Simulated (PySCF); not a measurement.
# C8H10OS: the cost of one run

Programs: PySCF 2.14.0, with routines of our own; each step states its level. All values are computed. Atoms count from 0.

## Step 1: The system as given

20 atoms, charge 0, multiplicity 1; geometry from: GFN2-xTB.

## Step 2: Vibronic structure: TDDFT PBE/def2-SV(P)

The job: settings as JSON, then the geometry in Å.

```
{"job": {"kind": "vib", "xc": "PBE", "basis": "def2-SV(P)", "tda": false}, "charge": 0, "multiplicity": 1}
O      4.413653    -0.050149    -0.209760
C      3.067723    -0.153579    -0.189630
C      2.336847    -1.238103    -0.554435
C      0.945356    -1.022763    -0.415387
C      0.614953     0.208975     0.050193
C     -0.726896     0.779825     0.316857
C     -1.764592     0.688395    -0.826221
C     -2.786520     0.100698     0.156687
C     -1.677198    -0.055919     1.205871
S      2.049747     1.157838     0.335245
H      4.690973     0.820300     0.096156
H      2.778413    -2.150432    -0.908084
H      0.215037    -1.773706    -0.659178
H     -0.621801     1.801169     0.686043
H     -2.033322     1.635833    -1.288078
H     -1.463568    -0.011814    -1.602108
H     -3.552770     0.814922     0.450982
H     -3.269533    -0.821303    -0.159631
H     -1.337809    -1.082678     1.323456
H     -1.883841     0.363169     2.187986
```

With the program's defaults for keys left out, this is: TDDFT PBE/def2-SV(P) vertical-gradient vibronic structure (displaced harmonic oscillators, Condon), gas phase.

Launch:

```bash
> OMP_NUM_THREADS=1 python excited_run.py task.json out
```

One launch serves the whole session: the jobs run in the order shown.

Q: Estimate the wall time and peak memory of this first job on 1 thread of Arm Neoverse V1, shared host.

About 59 s, with a peak of 0.82 GiB.
